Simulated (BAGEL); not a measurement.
# GeH3O3 (SMILES [OH][Ge]([OH])[OH]): UHF/3-21G (density fitting with qzvpp-jkfit)

Aim: the energy change on altering one bond length of GeH3O3 at UHF/3-21G (density fitting with qzvpp-jkfit), from 2 runs. 

Program for the calculation: BAGEL 1.2.2.

1 further run of the same task is left out (set aside as unsound or not needed). Runs told in other sessions of the task aren't counted.

**1. The molecule**

GeH3O3 has 7 atoms, charge 0, and is taken as a doublet. SMILES: `[OH][Ge]([OH])[OH]`. The coordinates come from a PBE0-D4/def2-TZVP relaxation. This is one conformer, not always the lowest.

Bond lengths: O1–Ge2 1.778 Å, Ge2–O3 1.778 Å, Ge2–O4 1.778 Å, O1–H5 0.962 Å, O3–H6 0.962 Å, O4–H7 0.962 Å. Angles: O1–Ge2–O3 106.7°, O1–Ge2–O4 106.7°, O3–Ge2–O4 106.7°, Ge2–O1–H5 112.6°, Ge2–O3–H6 112.6°, Ge2–O4–H7 112.6°.

**2. A single-point energy at UHF/3-21G (density fitting with qzvpp-jkfit)**

job.json

```json
{ "bagel" : [

{
  "title" : "molecule",
  "basis" : "3-21g",
  "df_basis" : "qzvpp-jkfit",
  "angstrom" : true,
  "geometry" : [
    { "atom" : "O", "xyz" : [      -1.386500,       0.798200,      -0.370800 ] },
    { "atom" : "Ge", "xyz" : [       0.328700,       0.369000,      -0.186000 ] },
    { "atom" : "O", "xyz" : [       0.588300,       0.035800,       1.540700 ] },
    { "atom" : "O", "xyz" : [       0.565000,      -1.170000,      -1.043900 ] },
    { "atom" : "H", "xyz" : [      -1.665900,       1.479800,       0.247600 ] },
    { "atom" : "H", "xyz" : [       1.412900,      -0.430200,       1.707700 ] },
    { "atom" : "H", "xyz" : [       0.218600,      -1.150500,      -1.940900 ] }
  ]
},

{ "title" : "uhf", "nopen" : 1 },

{ "title" : "print", "file" : "orbitals.molden", "orbitals" : true }

]}
```

The run is started by

```
$ BAGEL_NUM_THREADS=1 BAGEL job.json > job.out
```

The program printed:

```text
* using 1 threads per process

  ===============================================================
  ===============================================================

  *** Geometry ***

  { "atom" : "O", "xyz" : [     -2.620105,      1.508379,     -0.700710 ] },
  { "atom" : "Ge", "xyz" : [      0.621153,      0.697309,     -0.351489 ] },
  { "atom" : "O", "xyz" : [      1.111726,      0.067652,      2.911501 ] },
  { "atom" : "O", "xyz" : [      1.067695,     -2.210980,     -1.972685 ] },
  { "atom" : "H", "xyz" : [     -3.148095,      2.796417,      0.467896 ] },
  { "atom" : "H", "xyz" : [      2.669994,     -0.812960,      3.227085 ] },
  { "atom" : "H", "xyz" : [      0.413094,     -2.174130,     -3.667769 ] },

  Number of auxiliary basis functions:      551

  Since a DF basis is specified, we compute 2- and 3-index integrals:
    o Being stored without compression. Storage requirement is 0.013 GB

  Number of basis functions:       55
  Number of electrons      :       59

    * METHOD: MOLECULE                             0.27

  *** Open-shell HF ***

  === Nuclear Repulsion ===
   307.4178149439

      * DIIS with orbital gradients will be used.

  === UHF iteration (3-21g) ===
      0      -2290.20749506          0.06917764           0.16
      1      -2290.40213426          0.04148357           0.16
      2      -2290.46169623          0.02522818           0.15
      3      -2290.49286245          0.00090015           0.15
      4      -2290.49326705          0.00020645           0.15
      5      -2290.49329673          0.00003933           0.15
      6      -2290.49329849          0.00000972           0.15
      7      -2290.49329889          0.00000523           0.15
      8      -2290.49329902          0.00000246           0.15
      9      -2290.49329903          0.00000122           0.15
     10      -2290.49329903          0.00000035           0.15
     11      -2290.49329903          0.00000016           0.15
     12      -2290.49329903          0.00000008           0.15
     13      -2290.49329903          0.00000003           0.15
     14      -2290.49329903          0.00000002           0.15
     15      -2290.49329903          0.00000001           0.16
     16      -2290.49329903          0.00000001           0.15
    * SCF iteration converged.

    * S^2 (UHF) is 0.7601

    * Permanent dipole moment:
           (   -0.703480,    -0.832344,     0.394608) a.u.

    * METHOD: UHF                                  2.79

    * METHOD: PRINT                                0.01

  ===============================================================
```

Run time: 3.3 s. Hardware: 1 thread of Arm Neoverse V1, shared host; peak memory 0.1 GiB.

**3. The distorted shape at the same level**

hf.json

```json
{ "bagel" : [

{
  "title" : "molecule",
  "basis" : "3-21g",
  "df_basis" : "qzvpp-jkfit",
  "angstrom" : true,
  "geometry" : [
    { "atom" : "O", "xyz" : [      -1.633874,       0.937997,      -0.420899 ] },
    { "atom" : "Ge", "xyz" : [       0.081326,       0.508797,      -0.236099 ] },
    { "atom" : "O", "xyz" : [       0.340926,       0.175597,       1.490601 ] },
    { "atom" : "O", "xyz" : [       0.317626,      -1.030203,      -1.093999 ] },
    { "atom" : "H", "xyz" : [      -1.913274,       1.619597,       0.197501 ] },
    { "atom" : "H", "xyz" : [       1.412900,      -0.430200,       1.707700 ] },
    { "atom" : "H", "xyz" : [      -0.028774,      -1.010703,      -1.990999 ] }
  ]
},

{
  "title" : "uhf",
  "nopen" : 1
},

{
  "title" : "print",
  "file" : "orbitals.molden",
  "orbitals" : true
}

]}
```

The run is started by

```
$ BAGEL_NUM_THREADS=1 BAGEL hf.json > hf.out
```

The program printed:

```text
* using 1 threads per process

  ===============================================================
  ===============================================================

  *** Geometry ***

  { "atom" : "O", "xyz" : [     -3.087574,      1.772557,     -0.795384 ] },
  { "atom" : "Ge", "xyz" : [      0.153684,      0.961487,     -0.446162 ] },
  { "atom" : "O", "xyz" : [      0.644257,      0.331830,      2.816828 ] },
  { "atom" : "O", "xyz" : [      0.600226,     -1.946802,     -2.067358 ] },
  { "atom" : "H", "xyz" : [     -3.615564,      3.060595,      0.373223 ] },
  { "atom" : "H", "xyz" : [      2.669994,     -0.812960,      3.227085 ] },
  { "atom" : "H", "xyz" : [     -0.054375,     -1.909952,     -3.762443 ] },

  Number of auxiliary basis functions:      551

  Since a DF basis is specified, we compute 2- and 3-index integrals:
    o Being stored without compression. Storage requirement is 0.013 GB

  Number of basis functions:       55
  Number of electrons      :       59

    * METHOD: MOLECULE                             0.27

  *** Open-shell HF ***

  === Nuclear Repulsion ===
   305.6586066873

      * DIIS with orbital gradients will be used.

  === UHF iteration (3-21g) ===
      0      -2290.14431323          0.07094282           0.16
      1      -2290.34032162          0.04477732           0.15
      2      -2290.40604087          0.02924924           0.15
      3      -2290.44833200          0.00151416           0.15
      4      -2290.44884445          0.00091062           0.15
      5      -2290.44900882          0.00015954           0.15
      6      -2290.44903293          0.00005116           0.15
      7      -2290.44904136          0.00002089           0.15
      8      -2290.44904591          0.00000966           0.15
      9      -2290.44904882          0.00000475           0.15
     10      -2290.44905025          0.00000354           0.15
     11      -2290.44905093          0.00000328           0.15
     12      -2290.44905167          0.00000316           0.15
     13      -2290.44905273          0.00000269           0.15
     14      -2290.44905400          0.00000149           0.15
     15      -2290.44905422          0.00000082           0.15
     16      -2290.44905426          0.00000043           0.15
     17      -2290.44905426          0.00000024           0.15
     18      -2290.44905427          0.00000013           0.15
     19      -2290.44905427          0.00000009           0.15
     20      -2290.44905427          0.00000007           0.15
     21      -2290.44905427          0.00000006           0.15
     22      -2290.44905427          0.00000004           0.15
     23      -2290.44905427          0.00000002           0.15
     24      -2290.44905427          0.00000002           0.15
     25      -2290.44905427          0.00000001           0.15
    * SCF iteration converged.

    * S^2 (UHF) is 0.7629

    * Permanent dipole moment:
           (   -0.730902,    -0.809390,     0.369245) a.u.

    * METHOD: UHF                                  4.14

    * METHOD: PRINT                                0.01

  ===============================================================
```

Run time: 4.8 s. Hardware: 1 thread of Arm Neoverse V1, shared host; peak memory 0.1 GiB.

**4. Summary of results**

Level: UHF/3-21G (density fitting with qzvpp-jkfit).

| quantity | value |
| --- | --- |
| first shape: total energy | -2290.49330 Eh |
| first shape: dipole moment | 2.95 D |
| first shape: ⟨S²⟩ | 0.760 |
| distorted shape: total energy | -2290.44905 Eh |
| distorted shape: dipole moment | 2.93 D |
| distorted shape: ⟨S²⟩ | 0.763 |
| energy change with the O3–H6 bond stretched from 0.962 to 1.250 Å | 1.204 eV |

In words: With the O3–H6 bond stretched from 0.962 to 1.250 Å the energy rises by 1.20 eV (116 kJ/mol). The first shape isn't relaxed at this level, so the change isn't measured from a minimum.
